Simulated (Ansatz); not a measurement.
# C₄H₉F₃HfO: small, medium and large basis sets

An exercise on one series of results from a longer session: the logs are not shown, and one member is left open.

The runs use Ansatz 0.2.0, Gaussian basis; one geometry, several basis sets.

The runs, in order: PBE0-D4/def2-SVP; ωB97M-V/def2-SVP; PBE0-D4/def2-QZVPP; ωB97M-V/def2-QZVPP; the functionals' def2-TZVPP values are taken from earlier runs.

## Structure used throughout

All runs share one geometry, relaxed beforehand with PBE0-D4 in a triple-zeta def2 set. Hf takes the def2 core potential; no spin-orbit term is included.

SMILES `CC(C)(C)[O][Hf]([F])([F])[F]`, 18 atoms, charge 0, spin multiplicity 1.

Atoms are counted from 1 here; the program's logs count them from 0.

Bond lengths: C1–C2 1.520 Å, C1–H10 1.092 Å, C1–H11 1.092 Å, C1–H12 1.092 Å, C2–C3 1.520 Å, C2–C4 1.520 Å, C2–O5 1.417 Å, C3–H13 1.092 Å, C3–H14 1.092 Å, C3–H15 1.092 Å, C4–H16 1.092 Å, C4–H17 1.092 Å, C4–H18 1.092 Å, O5–Hf6 1.891 Å, Hf6–F7 1.912 Å, Hf6–F8 1.912 Å, Hf6–F9 1.912 Å. Angles: C2–C1–H10 110.4°, C2–C1–H11 110.4°, C2–C1–H12 110.6°, H10–C1–H11 108.6°, H10–C1–H12 108.4°, H11–C1–H12 108.3°, C1–C2–C3 111.0°, C1–C2–C4 111.0°, C1–C2–O5 107.9°, C3–C2–C4 111.0°, C3–C2–O5 107.9°, C4–C2–O5 107.9°, C2–C3–H13 110.4°, C2–C3–H14 110.6°, C2–C3–H15 110.4°, H13–C3–H14 108.3°, H13–C3–H15 108.6°, H14–C3–H15 108.4° and more.

The first run:

The input, in.yaml:

```yaml
crystal:
  periodic: [false, false, false]
  atoms:
    - {symbol: C, position_ang: [-1.632460, -0.061330, 0.683975]}
    - {symbol: C, position_ang: [-0.195670, -0.402801, 0.322330]}
    - {symbol: C, position_ang: [0.676804, -0.473533, 1.565517]}
    - {symbol: C, position_ang: [-0.126344, -1.700905, -0.466236]}
    - {symbol: O, position_ang: [0.304649, 0.635576, -0.502686]}
    - {symbol: Hf, position_ang: [0.970404, 2.023372, -1.601440]}
    - {symbol: F, position_ang: [0.737486, 3.703072, -0.718610]}
    - {symbol: F, position_ang: [2.829829, 1.733575, -1.938539]}
    - {symbol: F, position_ang: [0.017273, 2.037470, -3.258662]}
    - {symbol: H, position_ang: [-1.674959, 0.890454, 1.217681]}
    - {symbol: H, position_ang: [-2.243916, 0.017006, -0.217470]}
    - {symbol: H, position_ang: [-2.061913, -0.834500, 1.324512]}
    - {symbol: H, position_ang: [0.644252, 0.473575, 2.108236]}
    - {symbol: H, position_ang: [0.330525, -1.264750, 2.233770]}
    - {symbol: H, position_ang: [1.713091, -0.683017, 1.292117]}
    - {symbol: H, position_ang: [-0.726905, -1.626916, -1.375292]}
    - {symbol: H, position_ang: [-0.505589, -2.533515, 0.129949]}
    - {symbol: H, position_ang: [0.905643, -1.921331, -0.747352]}
basis:
  gaussian: {orbitals: def2-SVP}
hamiltonian: {xc: pbe0, dispersion: d4}
output: {orbitals: {seedname: orbitals}}
```

Started as:

```console
ansatz run in.yaml --threads 4 --pin off --events-out ev --progress --plain --max-ram 66560MiB --backend cpu
```

Among the steps run: PBE0-D4 in def2-SVP; ωB97M-V in def2-SVP; PBE0-D4 in def2-QZVPP; ωB97M-V in def2-QZVPP.

One of the session's tables, all rows but one given; the rest of the session is left out.

It belongs to the step «Density functionals: the series». 

```
functional       basis  HOMO (eV)
   PBE0-D4    def2-SVP      -8.78
   PBE0-D4  def2-TZVPP      -8.82
   PBE0-D4  def2-QZVPP      -8.83
   ωB97M-V    def2-SVP          ?
   ωB97M-V  def2-TZVPP     -11.18
   ωB97M-V  def2-QZVPP     -11.19
```

**Question.** Estimate the row for ωB97M-V, def2-SVP.

As computed: HOMO (eV): -11.12. In the column «HOMO (eV)» it lies between ωB97M-V, def2-TZVPP (-11.18) and PBE0-D4, def2-QZVPP (-8.83).
